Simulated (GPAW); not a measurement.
Runs of GPAW 26.7.0 on NiMoIrPdW. It takes space group P3m1 (No. 156, trigonal). The conventional cell has a = 2.761 Å, b = 2.761 Å, c = 11.341 Å, α = 90.00°, β = 90.00°, γ = 120.00°. Ni (site symmetry 3m) is surrounded by 3 W at 2.59 Å and 3 Pd at 2.68 Å and 6 Ni at 2.76 Å. Mo (site symmetry 3m) has 3 Ir at 2.66 Å and 1 W at 2.66 Å and 6 Mo at 2.76 Å as nearest neighbours. Around Pd (site symmetry 3m) lie 3 Ni at 2.68 Å and 6 Pd at 2.76 Å and 3 Ir at 2.84 Å. Ir (site symmetry 3m) is surrounded by 3 Mo at 2.66 Å and 6 Ir at 2.76 Å and 3 Pd at 2.84 Å. W (site symmetry 3m) is surrounded by 3 Ni at 2.59 Å and 1 Mo at 2.66 Å and 6 W at 2.76 Å. The cell was built by a generator and needn't be a form met in nature.

```csv
task,spin,cell,k mesh,band path,band points,spin axis theta (degrees),spin axis phi (degrees),soc after scf,gap on the mesh (eV),pressure (GPa),moment (μB),largest force (eV/Å)
band structure,"collinear, ferromagnetic start, SOC",as given,11 × 11 × 3,"GMKGALHA,LM,KH",60,90,0,second variation,-,-0.3,0.00,0.25
single point,"collinear, antiferromagnetic start",as given,8 × 8 × 2,-,-,-,-,-,none,(a),0.00,0.29
relaxation of cell and atoms,"collinear, ferromagnetic start",relaxed to 10 GPa,8 × 8 × 2,-,-,-,-,-,none,10.0,0.00,0.02
relaxation of cell and atoms,"collinear, ferromagnetic start",relaxed to 2 GPa,8 × 8 × 2,-,-,-,-,-,none,2.1,0.00,0.02
band structure,"collinear, ferromagnetic start",as given,11 × 11 × 3,"GMKGALHA,LM,KH",60,-,-,-,-,-0.3,0.00,0.25
```

Alike in all rows: level PBE; potentials or basis GPAW PAW data sets (gpaw-data 1.2.1), pw; cutoff (eV) 600; smearing fermi-dirac 0.05 eV.

Q: Estimate the missing entries.

A: (a) -0.1.

Caveats: the stock nickel data set gives pressures a few GPa off other programs; each step starts from the last one's moments, so a moment once lost doesn't come back (some runs); later steps reuse the first step's grids (some runs); spin-orbit coupling was added after a scalar SCF, so levels and gaps hold it while energy, forces, pressure and moments don't (some runs); this program's spin-orbit splittings come out too wide for heavy elements (some runs); spin-orbit coupling is left out, which moves the levels of the heavy elements (some runs).

A k mesh can miss the band edges, and rows without SOC leave out spin-orbit coupling on Ir, Mo, Pd, W.

A gap of «none» marks a metal or a gap under the smearing width.
